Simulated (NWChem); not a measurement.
# HF/3-21G run of GaBH3ClO (SMILES O[B](Cl)[GaH2])

What is the vertical ionisation energy of GaBH3ClO at HF/3-21G? 

The results are computed with NWChem 7.3.0.

5 further runs of the same task are left out: 2 that didn't finish, 3 set aside as unsound or not needed. Runs told in other sessions of the task aren't counted.

## (1) The structure to begin with

GaBH3ClO has 7 atoms, charge 0, and is taken as a singlet. SMILES: `O[B](Cl)[GaH2]`. The shape is that of a PBE0-D4/def2-TZVP optimisation. This is one conformer, not always the lowest.

Bond lengths: O1–B2 1.344 Å, B2–Cl3 1.789 Å, B2–Ga4 2.095 Å, O1–H5 0.965 Å, Ga4–H6 1.572 Å, Ga4–H7 1.572 Å. Angles: O1–B2–Cl3 118.4°, O1–B2–Ga4 123.4°, Cl3–B2–Ga4 118.3°, B2–O1–H5 114.1°, B2–Ga4–H6 121.3°, B2–Ga4–H7 121.3°, H6–Ga4–H7 117.4°.

## (2) Energy and forces at HF/3-21G

Input file bclgah3o.nw:

```
START bclgah3o
memory stack 880 mb heap 220 mb global 1100 mb

GEOMETRY noautosym nocenter noautoz
 O       -0.845500      -1.229100       0.927100
 B       -0.031900      -0.664900       0.017900
 Cl       0.899000      -1.736200      -1.070500
 Ga       0.202400       1.406200      -0.190800
 H       -0.850900      -2.194300       0.905900
 H       -0.691300       2.232500      -1.186100
 H        1.318000       2.185900       0.596500
END

BASIS "ao basis" spherical bse
 * library 3-21G
END

SCF
 thresh 1e-08
 maxiter 80
 print medium
END

TASK scf gradient
```

The run is started by

```bash
$ nwchem bclgah3o.nw > bclgah3o.out
```

The log of the run, cut to the lines that bear on the results:

```text
[...]
  functions       =    59
[...]
  wavefunction    = RHF
[...]
         Total SCF energy =  -2471.925643393164
      One-electron energy =  -3995.057956505633
      Two-electron energy =   1247.279640302434
 Nuclear repulsion energy =    275.852672810036
        Time for solution =      2.6s
[...]
                         RHF ENERGY GRADIENTS
    atom               coordinates                        gradient
                 x          y          z           x          y          z
   1 O      -1.597763  -2.322662   1.751965    0.004697   0.010676  -0.005018
   2 B      -0.060282  -1.256479   0.033826   -0.000388  -0.030577  -0.000438
   3 Cl      1.698864  -3.280942  -2.022952   -0.013537   0.017871   0.015880
   4 Ga      0.382481   2.657333  -0.360560    0.000433  -0.003824  -0.000618
   5 H      -1.607968  -4.146626   1.711903    0.008482   0.007241  -0.009444
   6 H      -1.306368   4.218813  -2.241404    0.002207  -0.000755   0.001629
   7 H       2.490659   4.130752   1.127222   -0.001896  -0.000633  -0.001992
[...]
```

Wall time 5.1 s (1 thread of Intel Xeon 6975P-C (Granite Rapids), shared host); peak memory 0.099 GiB.

## (3) The doublet cation: a single-point energy at UHF/3-21G

Input file a.nw:

```
echo
START a
TITLE "BClGaH3O hf"
memory total 2200 mb
charge 1

GEOMETRY units atomic noautosym nocenter noautoz
  O   -1.59776344  -2.32266238   1.75196509
  B   -0.06028226  -1.25647890   0.03382610
  Cl   1.69886379  -3.28094250  -2.02295182
  Ga   0.38248057   2.65733288  -0.36055974
  H   -1.60796796  -4.14662604   1.71190290
  H   -1.30636767   4.21881357  -2.24140416
  H    2.49065903   4.13075234   1.12722163
END

BASIS "ao basis" spherical bse
  * library 3-21G
END

SCF
  nopen 1
  uhf
  thresh 1e-08
  maxiter 80
  print low
END

TASK scf energy
```

The run is started by

```bash
$ nwchem a.nw > a.out
```

The log of the run, cut to the lines that bear on the results:

```text
[...]
  functions       =    59
[...]
  wavefunction    = UHF
[...]
         Total SCF energy =  -2471.574428769861
      One electron energy =  -3979.283820621270
      Two electron energy =   1231.856739155390
 Nuclear repulsion energy =    275.852652696018
                       Sz =      0.5000
                 Sz(Sz+1) =      0.7500
                      S^2 =      0.7673
[...]
```

Run time: 5.4 s. Hardware: 1 thread of Intel Xeon 6975P-C (Granite Rapids), shared host; peak memory 0.096 GiB.

## (4) Outcome

At HF/3-21G:

```
                                          quantity           value
                    singlet GaBH3ClO: total energy  -2471.92564 Eh
                   singlet GaBH3ClO: dipole moment          1.67 D
                     singlet GaBH3ClO: HOMO energy       -10.44 eV
                     singlet GaBH3ClO: LUMO energy         1.00 eV
                   singlet GaBH3ClO: HOMO–LUMO gap        11.44 eV
        singlet GaBH3ClO: largest force on an atom      1.573 eV/Å
                      doublet cation: total energy  -2471.57443 Eh
                              doublet cation: ⟨S²⟩           0.767
vertical ionisation energy (to the doublet cation)        9.557 eV
```

**Reading.** Removing an electron at fixed nuclei costs 9.56 eV (922 kJ/mol). The largest force (singlet GaBH3ClO) is 1.57 eV/Å: the shape isn't a stationary point for this species at this level. The negative HOMO energy of the first species, 10.44 eV, lies 0.88 eV above that difference. Mulliken charges (singlet GaBH3ClO) run from -0.68 on O1 to +0.78 on Ga4; they depend strongly on the basis.
